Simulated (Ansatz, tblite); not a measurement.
**(LiF)9 cage of four- and six-membered rings (Li9F9): a ladder of methods and basis sets**

An exercise on one series of results from a longer session: the logs are not shown, and one member is left open.

Method: as each input shows; program: Ansatz 0.2.0, Gaussian basis.

Levels to be run: GFN1-xTB, GFN2-xTB, PBE-D4/def2-TZVP, r2SCAN-D4/def2-TZVP, B97M-V/def2-TZVP, LDA/def2-TZVP, PBE-D4/def2-SVP, PBE0-D4/def2-SVP, HF/6-31G, B3LYP-D4/6-31G, MP2/def2-SVP.

## The relaxed structure

The singlet was relaxed beforehand with PBE-D4/def2-SVP.

18 atoms, charge 0, spin multiplicity 1.

Bond lengths: Li1–F2 1.805 Å, Li1–F4 1.820 Å, Li1–F6 1.805 Å, F2–Li3 1.837 Å, F2–Li9 1.774 Å, Li3–F4 1.807 Å, Li3–F14 1.774 Å, F4–Li5 1.807 Å, Li5–F6 1.837 Å, Li5–F15 1.774 Å, F6–Li7 1.774 Å, Li7–F8 1.806 Å, Li7–F12 1.837 Å, F8–Li9 1.806 Å, F8–Li11 1.820 Å, Li9–F10 1.837 Å, F10–Li11 1.805 Å, F10–Li13 1.774 Å and more. Angles: F2–Li1–F4 95.9°, F2–Li1–F6 127.2°, F4–Li1–F6 95.9°, Li1–F2–Li3 84.0°, Li1–F2–Li9 112.1°, Li3–F2–Li9 118.8°, F2–Li3–F4 95.2°, F2–Li3–F14 120.8°, F4–Li3–F14 117.4°, Li1–F4–Li3 84.5°, Li1–F4–Li5 84.5°, Li3–F4–Li5 116.5°, F4–Li5–F6 95.2°, F4–Li5–F15 117.4°, F6–Li5–F15 120.8°, Li1–F6–Li5 84.0°, Li1–F6–Li7 112.1°, Li5–F6–Li7 118.8° and more.

PBE0-D4/def2-TZVP was run before; its log isn't repeated, and its numbers join the tables.

The first run:

Tight binding, by tblite at 300 K electronic temperature and without a spin-polarisation term:

```python
tblite.interface.Calculator('GFN1-xTB', numbers, positions, charge=0, uhf=0).singlepoint()
```

Tight binding, by tblite at 300 K electronic temperature and without a spin-polarisation term:

```python
tblite.interface.Calculator('GFN2-xTB', numbers, positions, charge=0, uhf=0).singlepoint()
```

start.molden holds the orbitals of an earlier run on this state, given as this run's starting guess.

in.yaml

```yaml
crystal:
  periodic: [false, false, false]
  atoms:
    - {symbol: Li, position_ang: [0.003304, 2.476306, 0.208784]}
    - {symbol: F, position_ang: [-1.613439, 1.801427, -0.223851]}
    - {symbol: Li, position_ang: [-1.535672, 1.053605, 1.452502]}
    - {symbol: F, position_ang: [0.001089, 1.876432, 1.926722]}
    - {symbol: Li, position_ang: [1.536311, 1.049303, 1.454981]}
    - {symbol: F, position_ang: [1.618854, 1.796871, -0.221238]}
    - {symbol: Li, position_ang: [1.538168, 0.731198, -1.636648]}
    - {symbol: F, position_ang: [0.003118, 0.729850, -2.588933]}
    - {symbol: Li, position_ang: [-1.533458, 0.735468, -1.639093]}
    - {symbol: F, position_ang: [-1.616870, -1.089788, -1.448167]}
    - {symbol: Li, position_ang: [0.000338, -1.057787, -2.248490]}
    - {symbol: F, position_ang: [1.616190, -1.094285, -1.445541]}
    - {symbol: Li, position_ang: [-1.538824, -1.782477, 0.182678]}
    - {symbol: F, position_ang: [-1.619034, -0.704826, 1.668268]}
    - {symbol: F, position_ang: [1.614328, -0.709367, 1.670896]}
    - {symbol: Li, position_ang: [1.533455, -1.786819, 0.185142]}
    - {symbol: F, position_ang: [-0.004207, -2.606479, 0.661780]}
    - {symbol: Li, position_ang: [-0.003652, -1.418642, 2.040218]}
basis:
  gaussian: {orbitals: def2-TZVP, initial_orbitals: start.molden}
hamiltonian: {xc: pbe, dispersion: d4}
scf: {omitted_lower_state_checks: [starts]}
output: {forces: true, orbitals: {seedname: orbitals}}
```

On the command line:

```sh
$ ansatz run in.yaml --threads 4 --pin off --events-out ev --progress --plain --max-ram 6963MiB
```

Among the steps run: PBE-D4/def2-TZVP; r2SCAN-D4/def2-TZVP; B97M-V/def2-TZVP; LDA/def2-TZVP; PBE-D4/def2-SVP; PBE0-D4/def2-SVP; HF/6-31G; B3LYP-D4/6-31G; MP2/def2-SVP.

One of the session's tables, all rows but one given; the rest of the session is left out.

It belongs to the step «Binding energy». 

| level | binding an atom (eV) |
| --- | --- |
| HF/6-31G | 3.176 |
| HF/def2-SVP | 3.247 |
| LDA/def2-TZVP | ? |
| PBE-D4/def2-SVP | 4.280 |
| PBE-D4/def2-TZVP | 4.064 |
| r2SCAN-D4/def2-TZVP | 4.028 |
| B97M-V/def2-TZVP | 4.027 |
| B3LYP-D4/6-31G | 4.168 |
| PBE0-D4/def2-SVP | 4.137 |
| PBE0-D4/def2-TZVP | 3.943 |
| MP2/def2-SVP | 4.150 |

Estimate the missing values for LDA/def2-TZVP.

**Answer.** binding an atom (eV): 4.515. In the column «binding an atom (eV)» it is the highest.

Limits of these values: Free atoms were run apart at each level; binding is atoms less cluster, divided by the number of atoms, without zero-point or spin-orbit terms.
